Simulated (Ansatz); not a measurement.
# TiNCl: the cost of one run

Computed with Ansatz 0.2.0 through its Python package. The levels of theory stand in the script.

## Step 1: The system

Symmetry: Pmmn, No. 59, orthorhombic system. Conventional cell: a = 3.258 Å, b = 3.937 Å, c = 7.803 Å, α = 90.00°, β = 90.00°, γ = 90.00°. Ti (site symmetry mm2) is surrounded by 4 N at 2.01 Å and 2 Cl at 2.42 Å. Around N (site symmetry mm2) lie 4 Ti at 2.01 Å. Cl (site symmetry mm2) has 2 Ti at 2.42 Å as nearest neighbours.

Input file POSCAR:

```text
TiNCl
1.0
   3.25800000    0.00000000    0.00000000
   0.00000000    3.93700000    0.00000000
   0.00000000    0.00000000    7.80300000
Ti N Cl
2 2 2
Direct
   0.00000000    0.50000000    0.10000000
   0.50000000    0.00000000    0.90000000
   0.50000000    0.50000000    0.95000000
   0.00000000    0.00000000    0.05000000
   0.50000000    0.50000000    0.33000000
   0.00000000    0.00000000    0.67000000
```

## Step 2: The code

Input file xc.py:

```python
import warnings

import ansatz
from ase.io import read

warnings.simplefilter('ignore', ansatz.DeckWarning)

atoms = read('POSCAR', format='vasp')
tincl = ansatz.Crystal.from_ase(atoms)

model = (
    tincl.calculation()
    .kpoints(6, 6, 4)
    .occupations('fermi_dirac')
    .basis(650)
    .forces()
    .stress()
)

rows = []
for value in ['lda', 'blyp', 'r2scan']:
    data = model.functional(value).run().report
    rows.append((value, data['free_energy_ev'] / len(data['lattice']['sites']), data['n_iterations'], sum(data['stress_gpa'][i][i] for i in range(3)) / 3, max(abs(f) for row in data['forces_ev_ang'] for f in row), data['n_kpoints']))

print('  functional   F/atom (eV)    iterations       P (GPa)  max component (eV/A)      k-points')
for row in rows:
    print(f'{str(row[0]):>12s}  {row[1]:12.5f}  {row[2]:12d}  {row[3]:12.3f}  {row[4]:20.4f}  {row[5]:12d}')
```

## Step 3: The input behind the calls

The package turns the script's settings into the engine's input (first run):

```yaml
crystal:
  lattice:
    - [3.258, 0.0, 0.0]
    - [0.0, 3.937, 0.0]
    - [0.0, 0.0, 7.803]
  atoms:
    - { symbol: Ti, position: [0.0, 0.5, 0.1] }
    - { symbol: Ti, position: [0.5, 0.0, 0.9] }
    - { symbol: "N", position: [0.5, 0.5, 0.95] }
    - { symbol: "N", position: [0.0, 0.0, 0.05] }
    - { symbol: Cl, position: [0.5, 0.5, 0.33] }
    - { symbol: Cl, position: [0.0, 0.0, 0.67] }
basis:
  ecutwfc: 650.0
kpoints:
  mp_grid:
    grid: [6, 6, 4]
hamiltonian:
  xc: lda
scf:
  occupations:
    method: fermi_dirac
output:
  forces: true
  stress: true
```

## Step 4: Launch

On the command line:

```console
$ python xc.py
```

**Question.** How long does this script take on 1 thread of Arm Neoverse V2, shared host, and how much memory does it need?

About 51 s, with a peak of 0.9 GiB.
